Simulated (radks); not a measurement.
**Nuclear size and the levels of Pr²¹⁺**

An exercise on one series of results from a longer session: the logs are not shown, and one member is left open.

Method: Dirac Kohn-Sham, LDA (Slater exchange, Perdew-Wang correlation), spin-unpolarised, spherical densities, finite nucleus; open shells are shared between the two j in proportion to 2j + 1. Code: radks (a radial shooting solver on a logarithmic mesh, Libxc functionals) version 1.

## What is computed

```
element            : praseodymium (Z = 59)
charge             : +21
electrons          : 38
configuration      : [Kr] 4d2
nuclear rms radius : 4.8919 fm
```

Outer shells as boxes (Hund's rule):

Pr²¹⁺
```
[Kr] core
4d [↑ ][↑ ][  ][  ][  ]
```

The first run:

Input:

```text
Z 59
configuration [Kr] 4d2 5s0 5p0
relativity Dirac
functional lda,pw
spin unpolarised
j_filling average
nucleus finite rms 4.8919 fm
c 137.035999084
```

Among the steps run: rms radius 4.8919 fm.

One of the session's tables, all rows but one given; the rest of the session is left out.

It belongs to the step «rms radius 4.8919 fm». Sizes of the orbitals, from the radial functions (bohr):

```
level     <r>  outermost maximum (interpolated)  90 % within  nodes
4s1/2  0.5808                             0.558        0.825      3
4p1/2  0.5868                             0.561        0.842      2
4p3/2       ?                                 ?            ?      ?
4d3/2  0.6150                             0.580        0.899      1
4d5/2  0.6208                             0.586        0.907      1
5s1/2   1.049                              1.06         1.46      4
5p1/2   1.075                              1.09         1.50      3
5p3/2   1.102                              1.12         1.54      3
```

Estimate the missing values for 4p3/2.

**Answer.** <r>: 0.6068; outermost maximum (interpolated): 0.582; 90 % within: 0.869; nodes: 2. In the column «<r>» it lies between 4p1/2 (0.5868) and 4d3/2 (0.6150).
